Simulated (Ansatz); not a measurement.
This script makes an atomisation energy of FH2ISeSn, SMILES [F][SnH]([SeH])[I] with the Ansatz DFT code, driven from Python.

The script, `tae.py`:
```python
"""Atomisation energy of FH2ISeSn at the given geometry."""

from collections import Counter

import ansatz as az

BASIS_SET = "def2-SVP"
XC = "b3lyp"


def energy_of(molecule, charge=0, unpaired=0):
    calc = (
        molecule.calculation()
        .basis(gaussian=BASIS_SET)
        .functional(XC)
    )
    if charge:
        calc = calc.charge(charge)
    if unpaired:
        calc = calc.spin("collinear", total=unpaired)
    return calc.run(threads=1).report["free_energy_ev"]

system = (
    az.Crystal.molecule()
    .atom("F", [0.9316, -1.6503, -1.0036])
    .atom("Sn", [-0.1215, -0.0243, -0.5026])
    .atom("Se", [-0.1935, 0.1697, 2.0283])
    .atom("I", [-2.6, -0.2027, -1.4474])
    .atom("H", [0.6519, 1.3918, -1.1963])
    .atom("H", [1.3735, 0.2518, 2.0753])
)

# unpaired electrons of the ground-state atoms
unpaired = {"F": 1, "Sn": 2, "Se": 2, "I": 1, "H": 1}
counts = Counter(site.symbol for site in system.cartesian_sites)
atom_energy = {s: energy_of(az.Crystal.molecule().atom(s, (0, 0, 0)), 0, unpaired[s]) for s in counts}
whole = energy_of(system, 0, 0)
for s, e in atom_energy.items():
    print(f"{s:2s} x{counts[s]}  {e:14.5f} eV")
print(f"FH2ISeSn: {whole:.5f} eV")
split = sum(counts[s] * e for s, e in atom_energy.items()) - whole
print(f"atomisation energy (no zero-point term): {96.485332 * split:.1f} kJ/mol, {split / sum(counts.values()):.3f} eV an atom")
```

What does it cost to take this molecule apart into atoms?

1429.4 kJ/mol from the electronic energies, without the zero-point term.

What the script printed:

```console
$ python tae.py
F  x1     -2711.35544 eV
Sn x1     -5832.00832 eV
Se x1    -65340.80100 eV
I  x1     -8102.69285 eV
H  x2       -13.63995 eV
FH2ISeSn: -82028.95237 eV
atomisation energy (no zero-point term): 1429.4 kJ/mol, 2.469 eV an atom
```

What to keep in mind:
- Total energies depend on the basis set; only differences at equal settings carry meaning.
- The geometry is a force-field or estimated start, not a minimum of this method, and the basis set is short of its limit. All parts are taken at fixed geometry, without zero-point energy.
- def2 sets replace the cores of elements past krypton by effective core potentials.
- b3lyp holds the VWN-RPA fit, as in Gaussian; the form of ORCA and Turbomole is b3lyp5.
- The spin-orbit lowering of heavy atoms is left out.
- The whole script took 5 s on 1 thread of Intel(R) Xeon(R) Gold 6455B (Sapphire Rapids) (shared host), peak memory 0.35 GiB.

(Lines on the test bed's own set-up are left out of the output.)
